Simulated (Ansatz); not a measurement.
# CH₅FSSi: small, medium and large basis sets

Aim: see how fast density functionals and correlated methods converge with the basis set for CH₅FSSi.

Method: one geometry, several basis sets; program: Ansatz 0.2.0, Gaussian basis.

Plan: PBE0-D4/def2-SVP; ωB97M-V/def2-SVP; PBE0-D4/def2-QZVPP; ωB97M-V/def2-QZVPP; CCSD(T)/cc-pV(D+d)Z; CCSD(T)/cc-pV(T+d)Z; CCSD(T)/cc-pV(Q+d)Z; the functionals' def2-TZVPP values are taken from earlier runs.

### 1 The geometry

The geometry comes from an earlier relaxation with PBE0-D4 in a triple-zeta def2 set; it is a stationary point, not always the lowest conformer.

SMILES `C[SiH](F)S`, 9 atoms, charge 0, spin multiplicity 1.

Atoms are counted from 1 here; the program's logs count them from 0.

Bond lengths: C1–Si2 1.851 Å, C1–H5 1.092 Å, C1–H6 1.093 Å, C1–H7 1.093 Å, Si2–F3 1.602 Å, Si2–S4 2.125 Å, Si2–H8 1.481 Å, S4–H9 1.344 Å. Angles: Si2–C1–H5 110.4°, Si2–C1–H6 110.9°, Si2–C1–H7 110.3°, H5–C1–H6 108.4°, H5–C1–H7 108.7°, H6–C1–H7 108.1°, C1–Si2–F3 107.5°, C1–Si2–S4 112.7°, C1–Si2–H8 113.7°, F3–Si2–S4 110.8°, F3–Si2–H8 107.4°, S4–Si2–H8 104.8°, Si2–S4–H9 94.5°.

Geometry (Å):

```
atom    x (Å)    y (Å)    z (Å)
  C1  -0.2355   0.4684  -1.0330
 Si2   0.5274  -0.5596   0.3044
  F3   1.9298   0.1125   0.6876
  S4  -0.7188  -0.7302   2.0169
  H5  -1.1765   0.0251  -1.3650
  H6  -0.4386   1.4816  -0.6778
  H7   0.4399   0.5379  -1.8895
  H8   0.8032  -1.9562  -0.1029
  H9  -1.0423   0.5743   2.0421
```

### 2 PBE0-D4 in def2-SVP

Contents of in.yaml:

```yaml
crystal:
  periodic: [false, false, false]
  atoms:
    - {symbol: C, position_ang: [-0.235463, 0.468409, -1.033024]}
    - {symbol: Si, position_ang: [0.527368, -0.559642, 0.304382]}
    - {symbol: F, position_ang: [1.929778, 0.112451, 0.687620]}
    - {symbol: S, position_ang: [-0.718757, -0.730238, 2.016880]}
    - {symbol: H, position_ang: [-1.176503, 0.025076, -1.364951]}
    - {symbol: H, position_ang: [-0.438589, 1.481577, -0.677812]}
    - {symbol: H, position_ang: [0.439874, 0.537863, -1.889451]}
    - {symbol: H, position_ang: [0.803196, -1.956197, -0.102851]}
    - {symbol: H, position_ang: [-1.042304, 0.574302, 2.042106]}
basis:
  gaussian: {orbitals: def2-SVP}
hamiltonian: {xc: pbe0, dispersion: d4}
output: {orbitals: {seedname: orbitals}}
```

On the command line:

```bash
> ansatz run in.yaml --threads 2 --pin off --events-out ev --progress --plain --max-ram 32768MiB --backend cpu
```

Further steps of the session: ωB97M-V in def2-SVP; PBE0-D4 in def2-QZVPP; ωB97M-V in def2-QZVPP; CCSD(T) in cc-pV(D+d)Z; CCSD(T) in cc-pV(T+d)Z; CCSD(T) in cc-pV(Q+d)Z.

Before running them: what should the planned runs give, taken together? Wanted: MP2 correlation recovered, cc-pV(D+d)Z; MP2 correlation recovered, cc-pV(T+d)Z; MP2 correlation recovered, cc-pV(Q+d)Z; CCSD(T) limit from def2 sets; PBE0-D4: double and triple zeta above quadruple; ωB97M-V: double and triple zeta above quadruple.

**Answer**, as computed:

```
                                                                 quantity           value
                                   MP2 correlation recovered, cc-pV(D+d)Z          67.8 %
                                   MP2 correlation recovered, cc-pV(T+d)Z          87.6 %
                                   MP2 correlation recovered, cc-pV(Q+d)Z          94.8 %
CCSD(T) limit from def2 sets (earlier runs) less the limit of this series         -61 meV
                          PBE0-D4: double and triple zeta above quadruple  12.25, 0.83 eV
                          ωB97M-V: double and triple zeta above quadruple  12.35, 0.78 eV
```

What this shows: PBE0-D4 gains 11.43 eV from double to triple zeta, then 0.83 eV more. Correlation climbs from 68 % (cc-pV(D+d)Z) to 95 % (cc-pV(Q+d)Z) of the limit; Hartree-Fock is 0.161 eV from its own by then. A limit from the def2 sets, made apart, differs by 61 meV, a least measure of the doubt on such a limit. Total energies overstate the basis error of differences, where much of it tends to cancel. The LUMO of ωB97M-V is positive and keeps falling with the basis (2.76 to 1.54 eV): an unbound level that the basis holds in place.
